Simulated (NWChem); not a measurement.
**the pair AlF4···BH2ClO−, step by step**

Wanted: a single-point energy (singlet [AlBH2ClOF4]−, wB97X-D3/3-21G), then the energy (singlet [AlF4]−, wB97X-D3/3-21G), then a single-point energy (singlet BH2ClO, wB97X-D3/3-21G), then a single-point energy (singlet [AlF4]−, wB97X-D3/3-21G), then the energy (singlet BH2ClO, wB97X-D3/3-21G) of AlBClF4H2O and its partners. 

The results are computed with NWChem 7.3.0.

**1. Starting point**

[AlBH2ClOF4]− has 10 atoms, charge -1, and is taken as a singlet. The two molecules were placed rigidly side by side, at 0.85 times their contact distance; the pair isn't optimised.

Bond lengths: F1–Al2 1.689 Å, Al2–F3 1.689 Å, Al2–F4 1.689 Å, Al2–F5 1.689 Å, O6–B7 1.340 Å, B7–Cl8 1.766 Å, O6–H9 0.963 Å, B7–H10 1.189 Å. Angles: F1–Al2–F3 109.5°, F1–Al2–F4 109.5°, F1–Al2–F5 109.5°, F3–Al2–F4 109.5°, F3–Al2–F5 109.5°, F4–Al2–F5 109.5°, O6–B7–Cl8 121.0°, O6–B7–H10 119.8°, Cl8–B7–H10 119.2°, B7–O6–H9 113.9°.

**2. A single-point energy at wB97X-D3/3-21G (run 1)**

Input file calc.nw:

```
start calc
title "AlBClF4H2O energy"
memory stack 880 mb heap 220 mb global 1100 mb
charge -1

geometry units angstroms noautosym nocenter noautoz
  F    -0.101480   -0.294000    1.660000
  Al    0.000020    0.000000    0.000000
  F    -1.342980    0.895800   -0.496200
  F     0.034520   -1.469900   -0.831000
  F     1.409920    0.868100   -0.332800
  O     0.676360   -4.603830   -0.152910
  B     0.750610   -4.210260   -1.431370
  Cl   -0.701960   -4.066460   -2.425730
  H    -0.219730   -4.790260    0.146100
  H     1.807880   -3.952410   -1.909780
end

basis spherical bse
  * library 3-21G
end

dft
  xc wb97x-d3
  grid fine
  convergence energy 1e-08
  maxiter 100
  mulliken
  print low
end

task dft energy
```

The run is started by

```bash
$ nwchem calc.nw > calc.out
```

Standard output:

```text
[...]
 d= 0,ls=0.0,diis     1  -1197.1679566945 -1.70D+03  1.43D-02  1.13D+00     2.4
[...]
 d= 0,ls=0.0,diis     9  -1197.3186042594 -7.18D-09  2.25D-06  1.42D-08    21.4
         Total DFT energy =    -1197.318604259392
      One electron energy =    -2683.384194042935
           Coulomb energy =     1084.945600472799
    Exchange-Corr. energy =     -102.594989352991
 Nuclear repulsion energy =      503.717331845422
    Dispersion correction =       -0.002353181686
[...]
      Total Density - Mulliken Population Analysis
     ---------------------------------------------
    Atom       Charge   Shell Charges
 -----------   ------   -------------------------------------------------------
    1 F    9     9.53   1.98  0.43  2.50  1.53  3.08
    2 Al  13    11.85   2.00  1.97  5.87  0.58  1.01  0.02  0.40
    3 F    9     9.53   1.98  0.43  2.50  1.53  3.08
    4 F    9     9.51   1.98  0.43  2.50  1.53  3.07
    5 F    9     9.53   1.98  0.43  2.50  1.53  3.08
    6 O    8     8.54   1.98  0.42  2.16  1.45  2.52
    7 B    5     4.68   1.99  0.43  1.25  0.46  0.56
    8 Cl  17    17.25   2.00  1.95  5.90  1.14  3.13  0.86  2.26
    9 H    1     0.61   0.43  0.17
   10 H    1     0.99   0.46  0.53
[...]
```

Wall time 22 s (1 thread of Intel Xeon Platinum 8488C (Sapphire Rapids), shared host); peak memory 0.13 GiB.

**3. [AlF4]−: the energy at wB97X-D3/3-21G (run 2)**

Input file alf4.nw:

```
start alf4
title "AlF4 wB97X-D3"
memory 2200 mb
charge -1

geometry units atomic noautosym nocenter noautoz
   F     -0.19176941    -0.55557948     3.13694537
   Al     0.00003779     0.00000000     0.00000000
   F     -2.53786439     1.69281666    -0.93768210
   F      0.06523335    -2.77770843    -1.57036241
   F      2.66436266     1.64047125    -0.62890085
end

basis spherical bse
   F library 3-21G
   Al library 3-21G
end

dft
   xc wb97x-d3
   grid fine
   convergence energy 1e-08
   iterations 100
   mulliken
   noprint "final vectors analysis"
end

task dft
```

The run is started by

```bash
$ nwchem alf4.nw > alf4.out
```

Standard output:

```text
[...]
          Wavefunction type:  closed shell.
          No. of atoms     :     5
          No. of electrons :    50
[...]
          Charge           :    -1
          Spin multiplicity:     1
[...]
          AO basis - number of functions:    49
[...]
              XC Information
              --------------
                    wb97x-d3  Method XC Functional
                     Hartree-Fock (Exact) Exchange  1.000
                      wb97x-d3 Exchange Functional  1.000
                   wb97x-d3 Correlation Functional  1.000
[...]
 d= 0,ls=0.0,diis     1   -638.4858361298 -8.78D+02  1.72D-02  4.80D-01     0.9
[...]
 d= 0,ls=0.0,diis     7   -638.5545926501 -9.40D-09  5.60D-07  1.79D-10     5.1
         Total DFT energy =     -638.554592650134
      One electron energy =    -1383.757097352596
           Coulomb energy =      566.350405126899
    Exchange-Corr. energy =      -61.037701207242
 Nuclear repulsion energy =      239.890506105429
    Dispersion correction =       -0.000705322624
[...]
      Total Density - Mulliken Population Analysis
     ---------------------------------------------
    Atom       Charge   Shell Charges
 -----------   ------   -------------------------------------------------------
    1 F    9     9.53   1.98  0.43  2.50  1.53  3.08
    2 Al  13    11.88   2.00  1.97  5.87  0.58  1.02  0.02  0.41
    3 F    9     9.53   1.98  0.43  2.50  1.53  3.08
    4 F    9     9.53   1.98  0.43  2.50  1.53  3.08
    5 F    9     9.53   1.98  0.43  2.50  1.53  3.08
[...]
```

Run time: 5.7 s. Hardware: 1 thread of Intel Xeon Platinum 8488C (Sapphire Rapids), shared host; peak memory 0.12 GiB.

**4. BH2ClO: the energy at wB97X-D3/3-21G (run 3)**

Input file bclh2o.nw:

```
start bclh2o
memory 2200 mb
charge 0

geometry units au noautosym nocenter noautoz
  O      1.27813516    -8.69997782    -0.28895802
  B      1.41844733    -7.95623831    -2.70489728
  Cl    -1.32651215    -7.68449570    -4.58396535
  H     -0.41522952    -9.05227947     0.27608899
  H      3.41639807    -7.46897243    -3.60896116
end

basis "ao basis" spherical bse
  * library 3-21G
end

dft
  xc wb97x-d3
  mult 1
  grid fine
  convergence energy 1e-08
  iterations 100
  mulliken
  print low
end

task dft
```

The run is started by

```bash
$ nwchem bclh2o.nw > bclh2o.out
```

Standard output:

```text
[...]
 d= 0,ls=0.0,diis     1   -558.6834986538 -6.43D+02  2.22D-02  5.19D-01     0.6
[...]
 d= 0,ls=0.0,diis     9   -558.7484258035 -2.42D-09  3.54D-06  6.24D-09     5.0
         Total DFT energy =     -558.748425803535
      One electron energy =     -938.125643587543
           Coulomb energy =      336.225626325898
    Exchange-Corr. energy =      -41.569871369018
 Nuclear repulsion energy =       84.721863277509
    Dispersion correction =       -0.000400450381
[...]
      Total Density - Mulliken Population Analysis
     ---------------------------------------------
    Atom       Charge   Shell Charges
 -----------   ------   -------------------------------------------------------
    1 O    8     8.53   1.98  0.42  2.16  1.45  2.51
    2 B    5     4.71   1.99  0.43  1.26  0.48  0.56
    3 Cl  17    17.21   2.00  1.95  5.90  1.15  3.13  0.87  2.22
    4 H    1     0.60   0.43  0.17
    5 H    1     0.95   0.46  0.50
[...]
```

It took 5.7 s on 1 thread of Intel Xeon Platinum 8488C (Sapphire Rapids), shared host; peak memory 0.12 GiB.

**5. [AlF4]− among ghost functions: the energy at wB97X-D3/3-21G (with ghost functions) (run 4)**

Input file alf4.nw:

```
start alf4
title "AlF4"
memory stack 880 mb heap 220 mb global 1100 mb
charge -1
geometry units au noautosym nocenter noautoz
  F  -0.19176941 -0.55557948  3.13694537
  Al  0.00003779  0.00000000  0.00000000
  F  -2.53786439  1.69281666 -0.93768210
  F   0.06523335 -2.77770843 -1.57036241
  F   2.66436266  1.64047125 -0.62890085
  bqO      1.278135    -8.699978    -0.288958
  bqB      1.418447    -7.956238    -2.704897
  bqCl    -1.326512    -7.684496    -4.583965
  bqH     -0.415230    -9.052279     0.276089
  bqH      3.416398    -7.468972    -3.608961
end
basis "ao basis" spherical bse
  F library 3-21G
  Al library 3-21G
  bqO library O 3-21G
  bqB library B 3-21G
  bqCl library Cl 3-21G
  bqH library H 3-21G
end
dft
  xc wb97x-d3
  grid fine
  convergence energy 1e-08
  iterations 100
  mulliken
  print low
end
task dft energy
```

The run is started by

```bash
$ nwchem alf4.nw > alf4.out
```

Standard output:

```text
[...]
 d= 0,ls=0.0,diis     1   -638.4946535257 -8.78D+02  1.00D-02  4.81D-01     2.2
[...]
 d= 0,ls=0.0,diis     8   -638.5638627260 -3.65D-09  2.30D-07  7.44D-11    18.1
         Total DFT energy =     -638.563862726025
      One electron energy =    -1383.496035062503
           Coulomb energy =      566.059880072264
    Exchange-Corr. energy =      -61.017508518591
 Nuclear repulsion energy =      239.890506105429
    Dispersion correction =       -0.000705322624
[...]
      Total Density - Mulliken Population Analysis
     ---------------------------------------------
    Atom       Charge   Shell Charges
 -----------   ------   -------------------------------------------------------
    1 F    9     9.53   1.98  0.43  2.50  1.53  3.08
    2 Al  13    11.86   2.00  1.97  5.87  0.58  1.02  0.02  0.41
    3 F    9     9.53   1.98  0.43  2.50  1.53  3.08
    4 F    9     9.51   1.98  0.43  2.50  1.53  3.06
    5 F    9     9.53   1.98  0.43  2.50  1.53  3.08
    6 X    0    -0.00   0.00  0.00  0.00 -0.00 -0.00
    7 X    0     0.05  -0.00 -0.00 -0.00  0.02  0.03
    8 X    0     0.00   0.00  0.00 -0.00 -0.00 -0.00 -0.00  0.00
    9 X    0    -0.00   0.00 -0.00
   10 X    0    -0.00   0.00 -0.00
[...]
```

It took 19 s on 1 thread of Intel Xeon Platinum 8488C (Sapphire Rapids), shared host; peak memory 0.12 GiB.

**6. BH2ClO among ghost functions: the energy at wB97X-D3/3-21G (with ghost functions) (run 5)**

Input file m1.nw:

```
start m1
title "BClH2O wB97X-D3"
memory 2200 mb
charge 0
geometry units angstroms noautosym nocenter noautoz
O     0.676360   -4.603830   -0.152910
B     0.750610   -4.210260   -1.431370
Cl   -0.701960   -4.066460   -2.425730
H    -0.219730   -4.790260    0.146100
H     1.807880   -3.952410   -1.909780
bqF     -0.101480    -0.294000     1.660000
bqAl     0.000020     0.000000     0.000000
bqF     -1.342980     0.895800    -0.496200
bqF      0.034520    -1.469900    -0.831000
bqF      1.409920     0.868100    -0.332800
end
basis spherical bse
O library 3-21G
B library 3-21G
Cl library 3-21G
H library 3-21G
bqF library F 3-21G
bqAl library Al 3-21G
end
dft
xc wb97x-d3
grid fine
convergence energy 1e-08
maxiter 100
mulliken
print low
end
task dft energy
```

The run is started by

```bash
$ nwchem m1.nw > m1.out
```

Standard output:

```text
[...]
 d= 0,ls=0.0,diis     1   -558.6842671410 -6.43D+02  9.27D-03  5.19D-01     1.9
[...]
 d= 0,ls=0.0,diis     9   -558.7491807269 -2.44D-09  1.48D-06  6.28D-09    18.8
         Total DFT energy =     -558.749180726876
      One electron energy =     -938.114505481187
           Coulomb energy =      336.212689242677
    Exchange-Corr. energy =      -41.568833417244
 Nuclear repulsion energy =       84.721869379096
    Dispersion correction =       -0.000400450218
[...]
      Total Density - Mulliken Population Analysis
     ---------------------------------------------
    Atom       Charge   Shell Charges
 -----------   ------   -------------------------------------------------------
    1 O    8     8.53   1.98  0.42  2.16  1.45  2.51
    2 B    5     4.71   1.99  0.43  1.26  0.48  0.56
    3 Cl  17    17.21   2.00  1.95  5.90  1.15  3.13  0.87  2.22
    4 H    1     0.60   0.43  0.17
    5 H    1     0.95   0.46  0.50
    6 X    0    -0.00   0.00  0.00 -0.00 -0.00 -0.00
    7 X    0     0.00  -0.00 -0.00 -0.00 -0.00 -0.00  0.00  0.00
    8 X    0    -0.00   0.00  0.00 -0.00 -0.00 -0.00
    9 X    0    -0.00   0.00  0.00  0.00  0.00 -0.00
   10 X    0    -0.00   0.00  0.00  0.00 -0.00 -0.00
[...]
```

Run time: 20 s. Hardware: 1 thread of Intel Xeon Platinum 8488C (Sapphire Rapids), shared host; peak memory 0.12 GiB.

**7. Outcome**

| quantity | value |
| --- | --- |
| run 1, wB97X-D3/3-21G: total energy | -1197.31860 Eh |
| run 1, wB97X-D3/3-21G: dispersion energy | -6.18 kJ/mol |
| [AlF4]−: total energy | -638.55459 Eh |
| [AlF4]−: dispersion energy | -1.85 kJ/mol |
| BH2ClO: total energy | -558.74843 Eh |
| BH2ClO: dispersion energy | -1.05 kJ/mol |
| [AlF4]− among ghost functions: total energy | -638.56386 Eh |
| [AlF4]− among ghost functions: dispersion energy | -1.85 kJ/mol |
| BH2ClO among ghost functions: total energy | -558.74918 Eh |
| BH2ClO among ghost functions: dispersion energy | -1.05 kJ/mol |
| interaction energy of the rigid parts [AlF4]− and BH2ClO (parts in their own basis; closest atoms 2.90 Å apart) | -0.424 eV |
| interaction energy of the rigid parts [AlF4]− and BH2ClO (parts in the whole basis, counterpoise; closest atoms 2.90 Å apart) | -0.151 eV |

In words: The interaction energy of the rigid parts [AlF4]− and BH2ClO (parts in their own basis; closest atoms 2.90 Å apart) is −0.42 eV (−40.9 kJ/mol): the parts attract. Without counterpoise this holds the superposition error of the basis. The interaction energy of the rigid parts [AlF4]− and BH2ClO (parts in the whole basis, counterpoise; closest atoms 2.90 Å apart) is −0.15 eV (−14.6 kJ/mol): the parts attract. The basis-set superposition error is 26.3 kJ/mol. Mulliken charges ([AlF4]−) run from -0.53 on F1 to +1.12 on Al2; they depend strongly on the basis. Mulliken charges (BH2ClO) run from -0.53 on O1 to +0.40 on H4.
